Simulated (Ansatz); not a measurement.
# GaGeH₂ (doublet): from Hartree-Fock to the top rungs, cc-pVDZ

How much of the correlation energy of GaGeH₂ (doublet) does each wave-function method recover here?

Computed with Ansatz 0.2.0, Gaussian basis. Level: cc-pVDZ, core rule «outside noble gas», up to 28 orbitals frozen.

The runs, in order: UHF; CCSD(T) on ROHF; CCSD(T) on UHF; BCCD(T) on ROHF; CISD; CCSDT(Q) on ROHF; CCSDT(Q) on UHF; CCSDTQ on ROHF; CASSCF and MRCISD+Q, 9 electrons in 10 orbitals; CASSCF and NEVPT2, 9 electrons in 10 orbitals.

10 further runs of the same task are left out: 5 for a known fault of the program, 5 set aside as unsound or not needed.

**1. The geometry**

The geometry is a PBE0/def2-TZVP stationary point (not a proven minimum) of the parent state, kept for this charge and spin. No spin-orbit coupling is included. The filled d shell of Ge, Ga may be among the frozen orbitals whatever the setting's name suggests; the logs give the count.

4 atoms, charge 0, spin multiplicity 2.

Atoms are counted from 1 here; the program's logs count them from 0.

Bond lengths: Ge1–Ga2 2.382 Å, Ge1–H3 1.543 Å, Ge1–H4 1.543 Å. Angles: Ga2–Ge1–H3 123.9°, Ga2–Ge1–H4 123.9°, H3–Ge1–H4 112.3°.

**2. UHF**

in.yaml reads:

```yaml
crystal:
  periodic: [false, false, false]
  atoms:
    - {symbol: Ge, position_ang: [0.000000, 0.000000, 1.138203]}
    - {symbol: Ga, position_ang: [0.000000, 0.000000, -1.243589]}
    - {symbol: H, position_ang: [0.000000, 1.280702, 1.997986]}
    - {symbol: H, position_ang: [0.000000, -1.280701, 1.997986]}
basis:
  gaussian: {orbitals: cc-pVDZ}
magnetization: {spin_polarized: true, initial_magnetization: 1}
hamiltonian: {xc: hf}
output: {orbitals: {seedname: orbitals}}
```

Launch:

```sh
$ ansatz run in.yaml --threads 1 --pin off --events-out ev --progress --plain --max-ram 2816MiB --backend cpu
```

After this run come: CCSD(T) on ROHF; CCSD(T) on UHF; BCCD(T) on ROHF; CISD; CCSDT(Q) on ROHF; CCSDT(Q) on UHF; CCSDTQ on ROHF; CASSCF and MRCISD+Q, 9 electrons in 10 orbitals; CASSCF and NEVPT2, 9 electrons in 10 orbitals.

Q: Predict the results of all the runs planned. Wanted: RCCSDTQ below the RHF energy; RMP2 from RCCSDTQ; UMP2 from RCCSDTQ; RCCSD from RCCSDTQ; RCCSD(T) from RCCSDTQ; UCCSD(T) from RCCSDTQ; RCCSDT(Q) from RCCSDTQ; UCCSDT(Q) from RCCSDTQ; NEVPT2 valence from RCCSDTQ.

As calculated:

| quantity | value |
| --- | --- |
| RCCSDTQ below the RHF energy | -4.5704 eV |
| RMP2 from RCCSDTQ | +25.42 kcal/mol |
| UMP2 from RCCSDTQ | +25.59 kcal/mol |
| RCCSD from RCCSDTQ | +3.58 kcal/mol |
| RCCSD(T) from RCCSDTQ | +0.81 kcal/mol |
| UCCSD(T) from RCCSDTQ | +0.76 kcal/mol |
| RCCSDT(Q) from RCCSDTQ | +0.02 kcal/mol |
| UCCSDT(Q) from RCCSDTQ | -0.04 kcal/mol |
| NEVPT2 valence from RCCSDTQ | +16.36 kcal/mol |
| MRCISD+Q valence from RCCSDTQ | +0.43 kcal/mol |
| levels within 1 kcal/mol (43 meV) | RCCSD(T), UCCSD(T), BCCD(T), RCCSDT, UCCSDT, RCCSDT(Q), UCCSDT(Q), MRCISD+Q valence |
| T1 diagnostic | 0.019 |
| effectively unpaired electrons | 1.07 |

**Reading.** RCCSD(T) misses by +0.81 kcal/mol, 0.8 % of the correlation energy. One determinant dominates. Of the multireference levels listed MRCISD+Q valence comes nearest in total energy (+0.43 kcal/mol), which doesn't show that its space is the better one. These misses are within one basis, not against nature; the frozen cores of restricted and unrestricted runs differ, which can shift their rows.
